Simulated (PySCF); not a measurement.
# TeO₂: a search over shapes

Which structure of TeO₂ lies lowest? The starts are bent and linear; the spin state tried: singlet. Each end point is tested by its vibrations.

Method: BP86, basis Te def2-TZVP with ECP28, O def2-TZVP, scalar-relativistic core potentials, no spin–orbit coupling, density fitting; program: PySCF 2.14.0.

**1. The starting structure**

3 atoms, charge 0, spin multiplicity 1.

Bond lengths: Te1–O2 1.850 Å, Te1–O3 1.850 Å. Angles: O2–Te1–O3 110.0°.

```xyz
3
charge 0 multiplicity 1
Te    0.0000    0.0000   -0.2097
O     1.5154    0.0000    0.8514
O    -1.5154    0.0000    0.8514
```

**2. Bent start, singlet: relaxation**

One driver script runs all steps and calls PySCF; scf.py shows how it sets up the SCF of each step. The optimiser is the driver's own. Before each start the driver seeks the lowest SCF state from one or more starting densities and follows internal instabilities, so scf.py alone need not reach the same state.

The program finds C2v symmetry in the start, which this walk keeps. Threshold on the gradient: 0.0003 Eh/bohr, with a further test on the energy change.

scf.py

```python
from pyscf import gto, scf, dft
mol = gto.M(atom='''
Te     0.000000     0.000000    -0.209668
O      1.515400    -0.000000     0.851432
O     -1.515400     0.000000     0.851432''',
    basis={'Te': 'def2-TZVP', 'O': 'def2-TZVP'},
    ecp={'Te': 'def2-TZVP'},
    charge=0, spin=0)
mf = dft.RKS(mol, xc='B88,P86')
mf.grids.atom_grid = (50, 194)
aux = {'Te': 'def2-universal-JKFIT', 'O': 'def2-universal-JKFIT'}
mf = mf.density_fit(auxbasis=aux)
mf.kernel()
```

Energy and gradient, step by step:

```tsv
step	energy (Eh)	change (kJ/mol)	largest symmetric gradient (Eh/bohr)
0	-418.620961	0.00	0.02578
1	-418.622232	-3.34	0.00958
2	-418.622382	-3.73	0.00074
3	-418.622383	-3.73	0.00002
```

The walk needed 4.8 s of wall time on 4 threads, shared host.

Geometry (Å) and forces (eV/Å) at some steps:

```
step 0
Te   0.000   0.000  -0.210   0.000   0.000   1.326
O    1.515   0.000   0.851  -0.894   0.000  -0.663
O   -1.515   0.000   0.851   0.894   0.000  -0.663
step 1
Te   0.000   0.000  -0.185   0.000   0.000  -0.493
O    1.488   0.000   0.839   0.285   0.000   0.246
O   -1.488   0.000   0.839  -0.285   0.000   0.246
step 2
Te   0.000   0.000  -0.194   0.000   0.000   0.038
O    1.492   0.000   0.844  -0.029   0.000  -0.019
O   -1.492   0.000   0.844   0.029   0.000  -0.019
step 3
Te   0.000   0.000  -0.194   0.000   0.000   0.001
O    1.491   0.000   0.844  -0.001   0.000  -0.001
O   -1.491   0.000   0.844   0.001   0.000  -0.001
```

After 3 steps and 3.7 kJ/mol it ends at C2v: Te–O 1.816 Å (×2); O–Te–O 110.3°.

**3. Is it a minimum? Harmonic modes**

On the finer grid the gradient is checked again; gradients at displacements of ±0.01 bohr then give force constants and infrared intensities.

Changes to scf.py since step 2:

```diff
@@ -3,3 +3,3 @@
-Te     0.000000     0.000000    -0.209668
-O      1.515400    -0.000000     0.851432
-O     -1.515400     0.000000     0.851432''',
+Te    -0.000000    -0.000000    -0.204482
+O      1.491753    -0.000000     0.832177
+O     -1.491753     0.000000     0.832177''',
@@ -10 +10 @@
-mf.grids.atom_grid = (50, 194)
+mf.grids.atom_grid = (75, 302)
```

This SCF starts from the last density.

Log of the central SCF (cycles and frontier levels):

```text
init E= -418.622617557046
  HOMO = -0.266560234836487  LUMO = -0.189389553075081  gap/eV = 2.09992
cycle= 1 E= -418.622617557046  delta_E= 4.55e-13  |g|= 1.18e-06  |ddm|= 1.7e-06
  HOMO = -0.266560391789946  LUMO = -0.189389550745254  gap/eV = 2.09993
Extra cycle  E= -418.62261755704  delta_E= 5.46e-12  |g|= 4.96e-06  |ddm|= 4.33e-06
converged SCF energy = -418.62261755704
```

The whole step took 13 s.

Geometry: C2v; Te–O 1.817 Å (×2); O–Te–O 110.4°.

Harmonic modes (main isotopes):

| symmetry | ω (cm⁻¹) | IR (km/mol) | type |
| --- | --- | --- | --- |
| a1 | 276 | 18.9 | bend |
| a1 | 818 | 7.6 | stretch |
| b2 | 830 | 76.6 | stretch |

Every mode is real; the point is a minimum.

Constants and moments:

| Item | Value |
| --- | --- |
| Dipole moment | 3.82 D |
| Highest occupied level | -7.25 eV |
| Lowest empty level | -5.15 eV |
| Rotational constants | 0.6111, 0.2368, 0.1707 cm⁻¹ |
| Zero-point energy | 11.5 kJ/mol |
| Principal polarisabilities | 25.9, 36.4, 51.0 bohr³ |
| Atomisation energy without zero-point energy | 890 kJ/mol |
| Principal traceless quadrupole moments about the centre of mass | -8.61, 1.14, 7.47 D Å |
| Entropy at 298.15 K and 1 bar | 273.8 J/(mol K) |
| Heat capacity Cp at 298.15 K | 45.6 J/(mol K) |
| Enthalpy at 298.15 K above 0 K | 11.48 kJ/mol |
| Rotational symmetry number | 2 |

Populations by atom (charges in e):

| atom | Mulliken | Löwdin | polar tensor | Mayer order to Te1 |
| --- | --- | --- | --- | --- |
| Te1 | 0.97 | 0.87 | 1.01 | – |
| O2,3 | -0.49 | -0.44 | -0.50 | 1.83 |

Outer orbital energies (eV). occupied: -23.27, -15.47, -9.99, -9.68, -9.68, -7.82, -7.37, -7.25; empty: -5.15, -1.85, -1.69, 2.83.

Mulliken populations on Te1 (outside its core potential): s 3.90, p 8.65, d 10.37, f 0.11.

**4. Relaxing the singlet from the linear start**

The program finds D∞h symmetry in the start, which this walk keeps. The walk stops when the largest gradient is under 0.0003 Eh/bohr and the energy has settled too.

Changes to scf.py since step 3:

```diff
@@ -3,3 +3,3 @@
-Te    -0.000000    -0.000000    -0.204482
-O      1.491753    -0.000000     0.832177
-O     -1.491753     0.000000     0.832177''',
+Te     0.000000     0.000000     0.000000
+O      0.000000     0.000000     1.850000
+O      0.000000     0.000000    -1.850000''',
@@ -10 +10 @@
-mf.grids.atom_grid = (75, 302)
+mf.grids.atom_grid = (50, 194)
```

The optimiser's trace:

```tsv
step	energy (Eh)	change (kJ/mol)	largest symmetric gradient (Eh/bohr)
0	-418.546093	0.00	0.02405
1	-418.547740	-4.32	0.00484
2	-418.547821	-4.54	0.00049
3	-418.547822	-4.54	0.00001
```

The walk took 4.7 s.

Positions (Å) and forces (eV/Å) along the way:

```
step 0
Te   0.000   0.000   0.000   0.000   0.000   0.000
O    0.000   0.000   1.850   0.000   0.000   1.237
O    0.000   0.000  -1.850   0.000   0.000  -1.237
step 1
Te   0.000   0.000   0.000   0.000   0.000   0.000
O    0.000   0.000   1.898   0.000   0.000  -0.249
O    0.000   0.000  -1.898   0.000   0.000   0.249
step 2
Te   0.000   0.000   0.000   0.000   0.000   0.000
O    0.000   0.000   1.890   0.000   0.000  -0.025
O    0.000   0.000  -1.890   0.000   0.000   0.025
step 3
Te   0.000   0.000   0.000   0.000   0.000   0.002
O    0.000   0.000   1.889   0.000   0.000  -0.001
O    0.000   0.000  -1.889   0.000   0.000  -0.001
```

End point (D∞h, 3 steps, 4.5 kJ/mol gained): Te–O 1.889 Å (×2); O–Te–O 180.0°.

**5. Frequencies**

The same treatment as at the point before.

Changes to scf.py since step 4:

```diff
@@ -4,2 +4,2 @@
-O      0.000000     0.000000     1.850000
-O      0.000000     0.000000    -1.850000''',
+O      0.000000    -0.000000     1.889325
+O     -0.000000     0.000000    -1.889325''',
@@ -10 +10 @@
-mf.grids.atom_grid = (50, 194)
+mf.grids.atom_grid = (75, 302)
```

Log of the central SCF (cycles and frontier levels):

```text
init E= -418.547844132057
  HOMO = -0.231727450115446  LUMO = -0.198264772985757  gap/eV = 0.91057
cycle= 1 E= -418.54784391863  delta_E= 2.13e-07  |g|= 0.00101  |ddm|= 0.000635
  HOMO = -0.23182618381092  LUMO = -0.1982979183519  gap/eV = 0.91235
cycle= 2 E= -418.547820008471  delta_E= 2.39e-05  |g|= 0.0107  |ddm|= 0.00609
  HOMO = -0.231783844505898  LUMO = -0.198283429346371  gap/eV = 0.91159
cycle= 3 E= -418.547843551148  delta_E= -2.35e-05  |g|= 0.00163  |ddm|= 0.00581
  HOMO = -0.231742370215933  LUMO = -0.198269048018247  gap/eV = 0.91086
cycle= 4 E= -418.547844135544  delta_E= -5.84e-07  |g|= 5.52e-06  |ddm|= 0.000996
  HOMO = -0.231742901450787  LUMO = -0.198269585851632  gap/eV = 0.91086
cycle= 5 E= -418.547844135549  delta_E= -4.09e-12  |g|= 1.68e-06  |ddm|= 1.14e-05
  HOMO = -0.231742988606804  LUMO = -0.198269609655882  gap/eV = 0.91086
Extra cycle  E= -418.54784413551  delta_E= 3.83e-11  |g|= 1.38e-05  |ddm|= 1.09e-05
converged SCF energy = -418.54784413551
```

The whole step took 7.9 s.

Geometry: D∞h; Te–O 1.889 Å (×2); O–Te–O 180.0°.

Harmonic modes (main isotopes):

| symmetry | ω (cm⁻¹) | IR (km/mol) | μ (u) |
| --- | --- | --- | --- |
| πu | 347i | 17.1 | 19.35 |
| σu+ | 687 | 105 | 19.35 |
| σg+ | 693 | 0.0 | 15.99 |

With 2 modes imaginary (up to 347i cm⁻¹) this point is a saddle.

Constants and moments:

| Property | Result |
| --- | --- |
| Dipole moment | 0.00 D |
| Highest occupied level | -6.31 eV |
| Lowest empty level | -5.40 eV |
| Rotational constants | 0.1476 cm⁻¹ |
| Zero-point energy (real modes) | 8.3 kJ/mol |
| Principal polarisabilities | 28.4, 28.4, 71.4 bohr³ |
| Atomisation energy without zero-point energy | 693 kJ/mol |
| Principal traceless quadrupole moments about the centre of mass | -15.43, 7.71, 7.71 D Å |

Charges (e) and bond orders:

```tsv
atom	Mulliken	Löwdin	polar tensor	Mayer order to Te1
Te1	0.85	0.83	0.87	–
O2,3	-0.42	-0.42	-0.43	1.77
```

Outer orbital energies (eV). occupied: -23.52, -15.81, -10.24, -9.50, -9.50, -7.97, -7.97, -6.31; empty: -5.40, -5.40, 0.24, 2.90.

Mulliken populations on Te1 (outside its core potential): s 4.04, p 8.63, d 10.43, f 0.05.

**6. Downhill along the imaginary mode**

The atoms are moved a little along the softest imaginary mode and relaxed again.

The program finds C2v symmetry in the start, which this walk keeps. The walk stops when the largest gradient is under 0.0003 Eh/bohr and the energy has settled too.

Changes to scf.py since step 5:

```diff
@@ -3,3 +3,3 @@
-Te     0.000000     0.000000     0.000000
-O      0.000000    -0.000000     1.889325
-O     -0.000000     0.000000    -1.889325''',
+Te    -0.029550     0.000064     0.000000
+O      0.120000    -0.000261     1.889325
+O      0.120000    -0.000261    -1.889325''',
@@ -10 +10 @@
-mf.grids.atom_grid = (75, 302)
+mf.grids.atom_grid = (50, 194)
```

Energy and gradient, step by step:

```tsv
step	energy (Eh)	change (kJ/mol)	largest symmetric gradient (Eh/bohr)
0	-418.552087	0.00	0.02794
1	-418.570797	-49.12	0.03940
2	-418.594168	-110.48	0.04654
3	-418.615276	-165.90	0.03707
4	-418.621069	-181.11	0.02887
5	-418.622272	-184.27	0.00799
6	-418.622382	-184.56	0.00042
7	-418.622383	-184.56	0.00006
```

The walk needed 9 s of wall time on 4 threads, shared host.

End point (C2v, 7 steps, 184.6 kJ/mol gained): Te–O 1.816 Å (×2); O–Te–O 110.3°.

**7. All stationary points**

| spin | group | bonds | imaginary modes (cm⁻¹) | ΔE (kJ/mol) | with zero-point energy |
| --- | --- | --- | --- | --- | --- |
| singlet | C2v | Te–O 1.817 Å (×2) | none | 0.0 | 0.0 |
| singlet | D∞h | Te–O 1.889 Å (×2) | 347i, 347i | 196.3 | – |

**8. Summary of results**

| quantity | value |
| --- | --- |
| lowest minimum | singlet, C2v |
| geometry | Te–O 1.817 Å (×2); O–Te–O 110.4° |
| wavenumbers (cm⁻¹) | 276 (a1), 818 (a1), 830 (b2) |
| dipole moment | 3.82 D |
| highest occupied, lowest empty level | -7.25, -5.15 eV |
| polar-tensor charge of Te1 | +1.01 e |
| zero-point energy | 11.5 kJ/mol |
| entropy at 298.15 K | 273.8 J/(mol K) |
| atomisation energy (no zero-point energy) | 890 kJ/mol |

**Reading.** The lowest minimum found is the singlet of C2v symmetry. In the infrared the band at 830 cm⁻¹ (b2, stretch) leads. A search over typed starts can miss a lower isomer.  Spin–orbit coupling is left out.

The search up to here took 41 s.
